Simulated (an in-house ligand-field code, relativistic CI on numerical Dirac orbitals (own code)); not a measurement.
# d2 in a ligand field: terms against the cubic field

Which terms of d2 lie lowest for given Racah parameters and ligand field?

Method: parametric ligand-field model of a d^n configuration (Racah B and C, spin-orbit zeta, crystal field), exact diagonalisation. Code: an in-house ligand-field code version 1.

### 1 What is computed

| Quantity | Value |
| --- | --- |
| shell | d2 |
| set 1 (cm⁻¹) | B = 1070, C = 4140, Td, 10Dq = -8770 |
| set 2 (cm⁻¹) | B = 1070, C = 4140, Td, 10Dq = -9740 |
| set 3 (cm⁻¹) | B = 1070, C = 4140, Td, 10Dq = -10700 |
| set 4 (cm⁻¹) | B = 1070, C = 4140, Td, 10Dq = -11660 |
| set 5 (cm⁻¹) | B = 1070, C = 4140, Td, 10Dq = -12630 |
| set 6 (cm⁻¹) | B = 1070, C = 4140, Td, 10Dq = -13590 |
| set 7 (cm⁻¹) | B = 1070, C = 4140, Td, 10Dq = -14550 |
| set 8 (cm⁻¹) | B = 1070, C = 4140, Td, 10Dq = -15520 |

### 2 Set 1

The run's settings:

```ini
n = 2
racah_B = 1070  # cm-1
racah_C = 4140  # cm-1
zeta = 0  # cm-1
symmetry = Td
field = {"10Dq": -8770}  # cm-1
```

### 3 Set 2

The run's settings:

```ini
n = 2
racah_B = 1070  # cm-1
racah_C = 4140  # cm-1
zeta = 0  # cm-1
symmetry = Td
field = {"10Dq": -9740}  # cm-1
```

### 4 Set 3

The run's settings:

```ini
n = 2
racah_B = 1070  # cm-1
racah_C = 4140  # cm-1
zeta = 0  # cm-1
symmetry = Td
field = {"10Dq": -10700}  # cm-1
```

### 5 Set 4

The run's settings:

```ini
n = 2
racah_B = 1070  # cm-1
racah_C = 4140  # cm-1
zeta = 0  # cm-1
symmetry = Td
field = {"10Dq": -11660}  # cm-1
```

### 6 Set 5

The run's settings:

```ini
n = 2
racah_B = 1070  # cm-1
racah_C = 4140  # cm-1
zeta = 0  # cm-1
symmetry = Td
field = {"10Dq": -12630}  # cm-1
```

### 7 Set 6

The run's settings:

```ini
n = 2
racah_B = 1070  # cm-1
racah_C = 4140  # cm-1
zeta = 0  # cm-1
symmetry = Td
field = {"10Dq": -13590}  # cm-1
```

### 8 Set 7

The run's settings:

```ini
n = 2
racah_B = 1070  # cm-1
racah_C = 4140  # cm-1
zeta = 0  # cm-1
symmetry = Td
field = {"10Dq": -14550}  # cm-1
```

### 9 Set 8

The run's settings:

```ini
n = 2
racah_B = 1070  # cm-1
racah_C = 4140  # cm-1
zeta = 0  # cm-1
symmetry = Td
field = {"10Dq": -15520}  # cm-1
```

(Steps that only read results are left out.)

Q: Predict the outcome of this session. Wanted: lowest terms.

The runs gave:

| set | 10Dq/B (size) | lowest | S | electrons in z² and x²-y² | first level of the same spin (cm⁻¹) |
| --- | --- | --- | --- | --- | --- |
| 1: Td | 8.2 | 3A2 | 1.00 | 2.00 | 3T2 8770 |
| 2: Td | 9.1 | 3A2 | 1.00 | 2.00 | 3T2 9740 |
| 3: Td | 10.0 | 3A2 | 1.00 | 2.00 | 3T2 10700 |
| 4: Td | 10.9 | 3A2 | 1.00 | 2.00 | 3T2 11660 |
| 5: Td | 11.8 | 3A2 | 1.00 | 2.00 | 3T2 12630 |
| 6: Td | 12.7 | 3A2 | 1.00 | 2.00 | 3T2 13590 |
| 7: Td | 13.6 | 3A2 | 1.00 | 2.00 | 3T2 14550 |
| 8: Td | 14.5 | 3A2 | 1.00 | 2.00 | 3T2 15520 |

| quantity | value |
| --- | --- |
| lowest terms | 1: 3A2, 2: 3A2, 3: 3A2, 4: 3A2, 5: 3A2, 6: 3A2, 7: 3A2, 8: 3A2 |

**Reading.** The lowest term stays 3A2 over this range. A negative 10Dq stands for a tetrahedral field. B, C and the field are free parameters here, not those of a compound.
